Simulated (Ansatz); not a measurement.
# CHAlFN: one species, many methods

The task here is to estimate one member of a computed series from the others.

Computed with Ansatz 0.2.0, Gaussian basis. Level: functionals in def2-TZVPP, the program's frozen cores in correlated methods.

The runs, in order: LDA (SPW92), PBE-D4, revPBE-D4, BLYP-D4, r2SCAN-D4, B97M-V, PBE0-D4, B3LYP-D4, r2SCANh-D4, r2SCAN0-D4, HSE06-D4, BHLYP-D4, CAM-B3LYP-D4, LC-ωPBE, ωB97X-V, ωB97M-V, B2PLYP, PBE-QIDH; CCSD(T)/def2-SVP; CCSD(T)/def2-TZVPP; MP2/def2-QZVPP; extrapolation to the limit; RPA on PBE.

### The relaxed structure

An earlier PBE0-D4 in a triple-zeta def2 set relaxation fixed the geometry.

SMILES `[F][Al]1[CH]=[N]1`, 5 atoms, charge 0, spin multiplicity 1.

Atoms are counted from 1 here; the program's logs count them from 0.

Bond lengths: F1–Al2 1.633 Å, Al2–C3 1.818 Å, Al2–N4 1.806 Å, C3–N4 1.302 Å, C3–H5 1.098 Å. Angles: F1–Al2–C3 172.2°, F1–Al2–N4 145.7°, C3–Al2–N4 42.1°, Al2–C3–N4 68.5°, Al2–C3–H5 165.9°, N4–C3–H5 125.6°, Al2–N4–C3 69.4°.

The first run:

in.yaml

```yaml
crystal:
  periodic: [false, false, false]
  atoms:
    - {symbol: F, position_ang: [-2.088290, -0.890864, 1.099625]}
    - {symbol: Al, position_ang: [-0.728645, -0.338860, 0.383059]}
    - {symbol: C, position_ang: [0.852992, 0.037780, -0.430777]}
    - {symbol: N, position_ang: [0.176598, 1.120413, -0.177078]}
    - {symbol: H, position_ang: [1.837244, -0.002170, -0.916229]}
basis:
  gaussian: {orbitals: def2-TZVPP}
hamiltonian: {xc: lda}
output: {orbitals: {seedname: orbitals}}
```

The run is started by

```
$ ansatz run in.yaml --threads 2 --pin off --events-out ev --progress --plain --max-ram 4352MiB
```

Among the steps run: LDA; PBE-D4 (GGA); revPBE-D4 (GGA); BLYP-D4 (GGA); r2SCAN-D4 (meta-GGA); B97M-V (meta-GGA); B3LYP-D4 (hybrid); r2SCANh-D4 (hybrid); r2SCAN0-D4 (hybrid); HSE06-D4 (hybrid); BHLYP-D4 (hybrid); CAM-B3LYP-D4 (range-separated); LC-ωPBE (range-separated); ωB97X-V (range-separated); ωB97M-V (range-separated); B2PLYP (double hybrid); PBE-QIDH (double hybrid).

One table of the session follows, with a row left open; its other results are not shown here.

```
  functional  HOMO (eV)  LUMO (eV)  gap (eV)
 LDA (SPW92)      -4.87      -3.03      1.84
      PBE-D4          ?          ?         ?
   revPBE-D4      -4.63      -2.62      2.01
     BLYP-D4      -4.60      -2.72      1.88
   r2SCAN-D4      -4.86      -2.38      2.48
      B97M-V      -4.92      -2.57      2.35
     PBE0-D4      -5.90      -1.88      4.01
    B3LYP-D4      -5.72      -2.19      3.52
  r2SCANh-D4      -5.32      -2.08      3.23
  r2SCAN0-D4      -6.01      -1.66      4.35
    HSE06-D4      -5.50      -2.26      3.24
    BHLYP-D4      -7.06      -1.10      5.97
CAM-B3LYP-D4      -7.26      -0.96      6.30
     LC-ωPBE      -8.52       0.33      8.85
     ωB97X-V      -8.19       0.17      8.37
     ωB97M-V      -8.09      -0.11      7.98
```

Estimate the missing values for PBE-D4.

The run gave: HOMO (eV): -4.70; LUMO (eV): -2.76; gap (eV): 1.94. In the column «HOMO (eV)» it lies between r2SCAN-D4 (-4.86) and revPBE-D4 (-4.63).
